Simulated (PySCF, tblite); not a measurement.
# C3H3F3O: deprotonation, NMR shifts, part 2 of 2

tblite 0.8.0 and PySCF 2.14.0. Atoms count from 0. Earlier steps stand in the parts before.

## 11. Single point (C₃H₂F₃O−): wB97X-D3(BJ)/ma-def2-TZVP

Geometry: PBE0-D3(BJ)/ma-def2-SVP.

Job settings and geometry (Å):

```
{"job": {"kind": "sp", "xc": "wB97X", "basis": "ma-def2-TZVP", "d3": "d3bj", "grid": 2}, "charge": -1, "multiplicity": 1}
C      1.036199    -0.071560    -0.666652
C      0.149676     0.438954     0.257654
O      0.270894     1.372126     1.092932
C     -1.244995    -0.225516     0.294683
F     -1.440995    -1.242262    -0.579582
F     -1.526483    -0.740076     1.512117
F     -2.230269     0.663256     0.037258
H      0.768128    -0.898031    -1.325318
H      2.037007     0.362308    -0.740430
```

Output:

```text
coarse grid: 8848 points
cycle   1  E = -490.2882020352  dE =  1.195e+00  |g| = 1.286e+00  |ddm| = 2.334e+00
cycle   2  E = -490.0948346557  dE =  1.934e-01  |g| = 1.745e+00  |ddm| = 2.214e+00
cycle   3  E = -490.5885688387  dE = -4.937e-01  |g| = 1.786e-01  |ddm| = 1.453e+00
cycle   4  E = -490.5936773168  dE = -5.108e-03  |g| = 8.194e-02  |ddm| = 1.536e-01
cycle   5  E = -490.5949047230  dE = -1.227e-03  |g| = 1.292e-02  |ddm| = 8.625e-02
cycle   6  E = -490.5949613922  dE = -5.667e-05  |g| = 5.499e-03  |ddm| = 2.595e-02
cycle   7  E = -490.5949741242  dE = -1.273e-05  |g| = 1.482e-03  |ddm| = 1.542e-02
cycle   8  E = -490.5949765926  dE = -2.468e-06  |g| = 5.383e-04  |ddm| = 1.003e-02
final grid: 90392 points
cycle   9  E = -490.5995866091  dE = -7.382e-05  |g| = 7.777e-03  |ddm| = 5.070e-02
cycle  10  E = -490.5995853793  dE =  1.230e-06  |g| = 8.031e-03  |ddm| = 8.231e-03
cycle  11  E = -490.5995943362  dE = -8.957e-06  |g| = 1.011e-03  |ddm| = 4.475e-03
cycle  12  E = -490.5995945025  dE = -1.663e-07  |g| = 4.048e-04  |ddm| = 8.693e-04
cycle  13  E = -490.5995945313  dE = -2.876e-08  |g| = 9.400e-05  |ddm| = 5.181e-04
cycle  14  E = -490.5995945339  dE = -2.587e-09  |g| = 2.867e-05  |ddm| = 1.873e-04
converged SCF energy = -490.5995945339
```

It took 15 s on 1 thread of Arm Neoverse V1, shared host; peak memory 1 GiB.

## 12. Deprotonation: wB97X-D3(BJ)/ma-def2-TZVP

This step combines the energies above: geometries from PBE0-D3(BJ)/ma-def2-SVP, zero-point and thermal terms from PBE0-D3(BJ)/ma-def2-SVP.

Job settings and geometry (Å):

```
{"job": {"kind": "ac", "geom": {"xc": "PBE0", "basis": "ma-def2-SVP", "d3": "d3bj", "grid": 1}, "hess": 1, "level": {"xc": "wB97X", "basis": "ma-def2-TZVP", "d3": "d3bj"}}, "charge": 0, "multiplicity": 1}
C      1.242304     0.130270    -0.429613
C      0.184835     0.171100     0.627206
O      0.358857     0.456837     1.778186
C     -1.248492    -0.193194     0.147459
F     -1.258288    -1.436525    -0.349237
F     -2.131945    -0.123508     1.122405
F     -1.626809     0.639081    -0.831770
H      2.216877     0.356222     0.018463
H      1.263545    -0.859963    -0.909979
H      1.011500     0.863897    -1.217905
```

Output (the driver's rows laid out field by field):

```text
deprotonation site by site, wB97X-D3(BJ)/ma-def2-TZVP // PBE0-D3(BJ)/ma-def2-SVP

row 1
  formula                 C3H2F3O
  charge                  -1
  multiplicity            1
  smiles                  C=C([O-])C(F)(F)F
  kept                    yes
  pieces                  1
  point_group             Cs
  atom                    0
  element                 C
  electronic              1503.62
  enthalpy                1473.54
  free_energy             1445.82
  share_gas               1.0
```

Wall time 12 min (1 thread of Arm Neoverse V1, shared host); peak memory 1 GiB.

Energy needed to remove a proton (kJ/mol, gas phase, 298 K for the thermal columns):

```tsv
site	product	electronic	enthalpy	free energy
C0	C=C([O-])C(F)(F)F	1503.6	1473.5	1445.8
```

## 13. NMR shifts: GIAO PBE0/pcSseg-1

The job, as its differences from that of step 12:

```diff
@@ -1,2 +1,2 @@
-{"job": {"kind": "ac", "geom": {"xc": "PBE0", "basis": "ma-def2-SVP", "d3": "d3bj", "grid": 1}, "hess": 1, "level": {"xc": "wB97X", "basis": "ma-def2-TZVP", "d3": "d3bj"}}, "charge": 0, "multiplicity": 1}
+{"job": {"kind": "nmr", "xc": "PBE0", "basis": "pcSseg-1", "pop": false}, "charge": 0, "multiplicity": 1}
 C      1.242304     0.130270    -0.429613
```

Level: GIAO PBE0/pcSseg-1 NMR shielding, non-relativistic, gas phase.

Output:

```text
coarse grid: 9464 points
cycle   1  E = -490.0316129362  dE =  1.207e+00  |g| = 1.153e+00  |ddm| = 2.767e+00
cycle   2  E = -489.3407140124  dE =  6.909e-01  |g| = 2.293e+00  |ddm| = 2.423e+00
cycle   3  E = -490.2587865064  dE = -9.181e-01  |g| = 2.617e-01  |ddm| = 1.904e+00
cycle   4  E = -490.2689527702  dE = -1.017e-02  |g| = 1.252e-01  |ddm| = 2.403e-01
cycle   5  E = -490.2715432806  dE = -2.591e-03  |g| = 1.590e-02  |ddm| = 8.960e-02
cycle   6  E = -490.2715934979  dE = -5.022e-05  |g| = 5.504e-03  |ddm| = 1.264e-02
cycle   7  E = -490.2715992474  dE = -5.749e-06  |g| = 1.308e-03  |ddm| = 4.983e-03
final grid: 95760 points
cycle   8  E = -490.3408615026  dE = -1.806e-05  |g| = 1.254e-02  |ddm| = 1.876e-02
cycle   9  E = -490.3407767816  dE =  8.472e-05  |g| = 2.492e-02  |ddm| = 2.381e-02
cycle  10  E = -490.3408902931  dE = -1.135e-04  |g| = 1.806e-03  |ddm| = 1.701e-02
cycle  11  E = -490.3408909266  dE = -6.335e-07  |g| = 1.918e-04  |ddm| = 1.242e-03
cycle  12  E = -490.3408909294  dE = -2.809e-09  |g| = 1.221e-04  |ddm| = 1.534e-04
cycle  13  E = -490.3408909317  dE = -2.331e-09  |g| = 2.058e-05  |ddm| = 7.567e-05
cycle  14  E = -490.3408909318  dE = -8.129e-11  |g| = 4.918e-06  |ddm| = 1.952e-05
converged SCF energy = -490.3408909318

GIAO shielding tensors (ppm)
atom      isotropic    diamagn.    paramagn.     s11        s22        s33       span
  0 C      159.541     252.335     -92.794    140.486    147.915    190.221     49.735
  1 C      -11.104     250.186    -261.290   -115.502     -4.872     87.063    202.564
  2 O     -354.407     397.465    -751.872   -965.130   -453.292    355.202   1320.332
  3 C       63.468     245.063    -181.595     47.793     57.062     85.549     37.756
  4 F      264.893     474.038    -209.145    180.600    263.892    350.187    169.586
  5 F      282.099     469.591    -187.492    207.687    296.000    342.609    134.921
  6 F      264.697     474.144    -209.447    180.595    263.264    350.233    169.637
  7 H       29.183      28.565       0.619     25.742     27.297     34.511      8.769
  8 H       28.703      29.135      -0.432     24.824     28.961     32.323      7.499
  9 H       28.729      29.023      -0.294     24.867     28.737     32.583      7.716
```

Run time: 9.2 s. Hardware: 1 thread of Arm Neoverse V1, shared host; peak memory 0.67 GiB.

No reference compound was run at this level, so shieldings alone are listed. Atoms listed in one row are averaged.

```tsv
atoms	environment	σ (ppm)
C1	ketone carbonyl carbon	-11.1
C3	CF3 carbon	63.5
C0	methyl carbon α to a carbonyl	159.5
H7, H8, H9	hydrogen on a methyl carbon α to a carbonyl	28.87
O2	ketone oxygen	-354.4
F4, F5, F6	fluorine of a CF3 group	270.6
```

## 14. NMR shifts (C₃H₂F₃O−): GIAO PBE0/pcSseg-1

Job settings and geometry (Å):

```
{"job": {"kind": "nmr", "xc": "PBE0", "basis": "pcSseg-1", "pop": false}, "charge": -1, "multiplicity": 1}
C      1.036199    -0.071560    -0.666652
C      0.149676     0.438954     0.257654
O      0.270894     1.372126     1.092932
C     -1.244995    -0.225516     0.294683
F     -1.440995    -1.242262    -0.579582
F     -1.526483    -0.740076     1.512117
F     -2.230269     0.663256     0.037258
H      0.768128    -0.898031    -1.325318
H      2.037007     0.362308    -0.740430
```

Level: GIAO PBE0/pcSseg-1 NMR shielding, non-relativistic, gas phase.

Output:

```text
coarse grid: 8848 points
cycle   1  E = -489.4314405838  dE =  1.081e+00  |g| = 1.196e+00  |ddm| = 2.695e+00
cycle   2  E = -488.6402584330  dE =  7.912e-01  |g| = 2.349e+00  |ddm| = 3.557e+00
cycle   3  E = -489.6532140801  dE = -1.013e+00  |g| = 4.427e-01  |ddm| = 3.014e+00
cycle   4  E = -489.6919798788  dE = -3.877e-02  |g| = 1.424e-01  |ddm| = 5.074e-01
cycle   5  E = -489.6957084363  dE = -3.729e-03  |g| = 4.256e-02  |ddm| = 1.408e-01
cycle   6  E = -489.6961131850  dE = -4.047e-04  |g| = 1.188e-02  |ddm| = 4.492e-02
cycle   7  E = -489.6961480706  dE = -3.489e-05  |g| = 2.759e-03  |ddm| = 1.200e-02
cycle   8  E = -489.6961494882  dE = -1.418e-06  |g| = 6.511e-04  |ddm| = 3.234e-03
final grid: 90392 points
cycle   9  E = -489.7670884995  dE = -2.222e-05  |g| = 1.096e-02  |ddm| = 1.947e-02
cycle  10  E = -489.7670210248  dE =  6.747e-05  |g| = 2.160e-02  |ddm| = 2.580e-02
cycle  11  E = -489.7671105139  dE = -8.949e-05  |g| = 2.046e-03  |ddm| = 2.002e-02
cycle  12  E = -489.7671113667  dE = -8.528e-07  |g| = 2.826e-04  |ddm| = 2.079e-03
cycle  13  E = -489.7671113758  dE = -9.058e-09  |g| = 1.345e-04  |ddm| = 2.698e-04
cycle  14  E = -489.7671113795  dE = -3.745e-09  |g| = 3.363e-05  |ddm| = 1.122e-04
cycle  15  E = -489.7671113798  dE = -2.821e-10  |g| = 9.841e-06  |ddm| = 3.689e-05
converged SCF energy = -489.7671113798

GIAO shielding tensors (ppm)
atom      isotropic    diamagn.    paramagn.     s11        s22        s33       span
  0 C      128.022     257.557    -129.535     48.667    154.531    180.869    132.202
  1 C       18.006     243.956    -225.951    -92.315     59.968     86.363    178.678
  2 O       41.579     402.046    -360.467   -163.486    -67.616    355.840    519.326
  3 C       56.190     244.951    -188.761     49.448     55.779     63.343     13.895
  4 F      270.515     476.528    -206.013    188.420    255.788    367.337    178.917
  5 F      267.302     473.330    -206.028    180.837    262.361    358.708    177.871
  6 F      266.728     473.052    -206.325    180.150    261.407    358.626    178.476
  7 H       28.283      32.893      -4.610     25.431     26.425     32.992      7.562
  8 H       28.989      31.727      -2.737     26.039     27.035     33.895      7.857
```

Run time: 8.6 s. Hardware: 1 thread of Arm Neoverse V1, shared host; peak memory 0.65 GiB.

No reference compound was run at this level, so shieldings alone are listed. Atoms listed in one row are averaged.

```tsv
atoms	environment	σ (ppm)
C1	fully substituted alkene carbon	18.0
C3	CF3 carbon	56.2
C0	terminal =CH2 carbon	128.0
H7	hydrogen on a terminal =CH2 carbon	28.28
H8	hydrogen on a terminal =CH2 carbon	28.99
O2	oxygen bonded to C	41.6
F4, F5, F6	fluorine of a CF3 group	268.2
```

## 15. Spectra of the species

Job settings and geometry (Å):

```
{"job": {"kind": "ac", "geom": {"xc": "PBE0", "basis": "ma-def2-SVP", "d3": "d3bj", "grid": 1}, "hess": 1, "level": {"xc": "wB97X", "basis": "ma-def2-TZVP", "d3": "d3bj"}, "spectra": true}, "charge": 0, "multiplicity": 1}
C      1.242304     0.130270    -0.429613
C      0.184835     0.171100     0.627206
O      0.358857     0.456837     1.778186
C     -1.248492    -0.193194     0.147459
F     -1.258288    -1.436525    -0.349237
F     -2.131945    -0.123508     1.122405
F     -1.626809     0.639081    -0.831770
H      2.216877     0.356222     0.018463
H      1.263545    -0.859963    -0.909979
H      1.011500     0.863897    -1.217905
```

Output:

```text
nmr CC(=O)C(F)(F)F +0: GIAO PBE0/pcSseg-1 NMR shielding, non-relativistic, gas phase
nmr C=C([O-])C(F)(F)F -1: GIAO PBE0/pcSseg-1 NMR shielding, non-relativistic, gas phase
```

Wall time 18 s (1 thread of Arm Neoverse V1, shared host); peak memory 0.65 GiB.

This step only lists the spectra that were run on the species above.

## 16. Outcome

What follows sums up all 2 parts.

| quantity | value |
| --- | --- |
| strongest single infrared mode (GFN2-xTB) | 1823 cm⁻¹, 311 km/mol |
| zero-point energy (GFN2-xTB) | 36.7 kcal/mol |
| rotational constants (main isotopes) | 3.68, 2.46, 2.01 GHz |
| ΔH of deprotonation, C0 (wB97X-D3(BJ)/ma-def2-TZVP) | 1473.5 kJ/mol |
| shieldings of C, H, O, F (PBE0/pcSseg-1, a mean where the table joins atoms) | C1 -11.1, C3 63.5, C0 159.5, H7 28.9, O2 -354.4, F4 270.6 ppm |

All 24 modes are real, so the xTB geometry is a minimum. The strongest single mode, at 1823 cm⁻¹, moves mainly C1 and O2. Unscaled tight-binding wavenumbers are off by several per cent, some by more. Its intensities can rank the bands wrongly. Over 8 steps the energy fell by 0.031 eV; of the close pairs, C0–H9 changed most, 1.090 to 1.101 Å (PBE0/ma-def2-SVP). The ΔH of deprotonation at C0 is 1473.5 kJ/mol at wB97X-D3(BJ)/ma-def2-TZVP; zero-point and thermal terms move it by -30.1 kJ/mol from the electronic value. At PBE0/pcSseg-1: Shielding is most anisotropic at O2 (span 1320 ppm, paramagnetic term -752 ppm).
